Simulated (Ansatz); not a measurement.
# CH₃ClF₂Si: small, medium and large basis sets

One table from this session's results is given with a row withheld; the runs are named, their logs left out.

Program: Ansatz 0.2.0, Gaussian basis. Level of theory: one geometry, several basis sets. These are calculated values, not measurements.

Plan: PBE0-D4/def2-SVP; ωB97M-V/def2-SVP; PBE0-D4/def2-QZVPP; ωB97M-V/def2-QZVPP; the functionals' def2-TZVPP values are taken from earlier runs.

## The relaxed structure

An earlier PBE0-D4 in a triple-zeta def2 set relaxation fixed the geometry.

SMILES `F[SiH2]C(F)Cl`, 8 atoms, charge 0, spin multiplicity 1.

Atoms are counted from 1 here; the program's logs count them from 0.

Bond lengths: F1–Si2 1.594 Å, Si2–C3 1.901 Å, Si2–H6 1.481 Å, Si2–H7 1.477 Å, C3–F4 1.372 Å, C3–Cl5 1.775 Å, C3–H8 1.092 Å. Angles: F1–Si2–C3 107.7°, F1–Si2–H6 108.4°, F1–Si2–H7 109.9°, C3–Si2–H6 109.1°, C3–Si2–H7 108.9°, H6–Si2–H7 112.6°, Si2–C3–F4 108.7°, Si2–C3–Cl5 109.4°, Si2–C3–H8 114.7°, F4–C3–Cl5 109.6°, F4–C3–H8 108.1°, Cl5–C3–H8 106.2°.

Set-up of the first run:

File in.yaml:

```yaml
crystal:
  periodic: [false, false, false]
  atoms:
    - {symbol: F, position_ang: [-1.413013, 1.498220, -0.133683]}
    - {symbol: Si, position_ang: [-0.077483, 0.838519, 0.434921]}
    - {symbol: C, position_ang: [0.067019, -0.905334, -0.306749]}
    - {symbol: F, position_ang: [1.171850, -1.520584, 0.225915]}
    - {symbol: Cl, position_ang: [0.244288, -0.783820, -2.069109]}
    - {symbol: H, position_ang: [-0.198028, 0.731280, 1.907079]}
    - {symbol: H, position_ang: [1.094545, 1.634286, 0.016685]}
    - {symbol: H, position_ang: [-0.796979, -1.549666, -0.130758]}
basis:
  gaussian: {orbitals: def2-SVP}
hamiltonian: {xc: pbe0, dispersion: d4}
output: {orbitals: {seedname: orbitals}}
```

The run is started by

```
ansatz run in.yaml --threads 4 --pin off --events-out ev --progress --plain --max-ram 10444MiB
```

Among the steps run: PBE0-D4 in def2-SVP; ωB97M-V in def2-SVP; PBE0-D4 in def2-QZVPP; ωB97M-V in def2-QZVPP.

One of the session's tables, all rows but one given; the rest of the session is left out.

```
functional       basis  HOMO (eV)  LUMO (eV)
   PBE0-D4    def2-SVP      -8.36       0.04
   PBE0-D4  def2-TZVPP      -8.49      -0.42
   PBE0-D4  def2-QZVPP      -8.53      -0.55
   ωB97M-V    def2-SVP     -10.58       2.06
   ωB97M-V  def2-TZVPP          ?          ?
   ωB97M-V  def2-QZVPP     -10.80       1.07
```

Q: Estimate the row for ωB97M-V, def2-TZVPP from the others.

As computed: HOMO (eV): -10.75; LUMO (eV): 1.38. In the column «HOMO (eV)» it lies between ωB97M-V, def2-QZVPP (-10.80) and ωB97M-V, def2-SVP (-10.58).
